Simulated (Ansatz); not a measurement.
# Al: the cost of one run

Method: DFT LDA+D3(BJ), scalar-relativistic, plane waves, PAW, in Ansatz 0.2.0.

10 further runs of the same task are left out: 10 set aside as unsound or not needed.

## 1. The structure to begin with

Symmetry: P6_3/mmc, No. 194, hexagonal system. The conventional cell has a = 2.775 Å, b = 2.775 Å, c = 9.107 Å, α = 90.00°, β = 90.00°, γ = 120.00°. Around Al (site symmetry -3m) lie 12 Al at 2.77 to 2.78 Å. Around Al (site symmetry -6m2) lie 12 Al at 2.77 to 2.78 Å.

Coordinates:

```cif
data_structure
_symmetry_space_group_name_H-M 'P6_3/mmc'
_symmetry_Int_Tables_number 194
_cell_length_a 2.7749
_cell_length_b 2.7749
_cell_length_c 9.1066
_cell_angle_alpha 90.000
_cell_angle_beta 90.000
_cell_angle_gamma 120.000
_cell_volume 60.73
loop_
_atom_site_label
_atom_site_type_symbol
_atom_site_symmetry_multiplicity
_atom_site_Wyckoff_symbol
_atom_site_fract_x
_atom_site_fract_y
_atom_site_fract_z
_atom_site_occupancy
Al1 Al 2 a 0.00000 0.00000 0.00000 1
Al2 Al 2 c 0.33333 0.66667 0.25000 1
```

It goes back to an entry of the Materials Project, which need not be the stable form.

It is the result of an earlier relaxation at this level (volume 15.18 Å³/atom; gap on the mesh: none (metal)).

## 2. The scan

The energy is mapped over a normal mode and a strain (zone-centre modes of the cell shown) (x along [1 0 0], y along [1 2 0], z along [0 0 1] of the conventional cell).

- amplitude of mode 4 (93 cm⁻¹), largest displacement in the unstrained cell: 11 values from −0.588 to 0.588 Å
- equal normal strain along x and y: 7 values from −4.00 to 4.00 %

Nothing else is relaxed (the pattern is fixed in fractional coordinates). Energies count from the relaxed high-symmetry cell. Points are written as (first, second).

The modes come from a phonon run on the reference cell, made beforehand.

Displacement patterns for an amplitude of 1 (Å):

```tsv
atom	x1	y1	z1
Al1	1.000	0.000	0.000
Al2	0.000	0.000	0.000
Al3	-1.000	0.000	0.000
Al4	0.000	0.000	0.000
```

## 3. Grid point (−0.235 Å, −4.00 %)

input.yaml

```yaml
crystal:
  lattice:
    - [2.6639375744, 0.0, 0.0]
    - [-1.3319687872, 2.3070376135, 0.0]
    - [0.0, 0.0, 9.1065785895]
  atoms:
    - { symbol: Al, position: [-0.0847587429, 0.0, 0.0] }
    - { symbol: Al, position: [0.3333333333, 0.6666666667, 0.25] }
    - { symbol: Al, position: [0.0847587429, 0.0, 0.5] }
    - { symbol: Al, position: [0.6666666667, 0.3333333333, 0.75] }
basis:
  ecutwfc: 420
kpoints:
  mp_grid: { grid: [18, 18, 6] }
hamiltonian:
  xc: lda
  pseudopotentials: { kind: paw, azcp: { folder: soft_1 } }
  dispersion: d3bj
scf:
  occupations: { method: gaussian, width: 0.15 }
output:
  forces: true
  stress: true
  eigenvalues: true
```

Started as:

```console
$ ansatz run input.yaml --threads 2 --pin off --max-ram 4096MiB --backend cpu --events-out ev --progress --plain --runs-dir out
```

Q: Estimate wall time and peak memory on 2 threads of Arm Neoverse N1, shared host.

About 16 s, with a peak of 0.51 GiB.
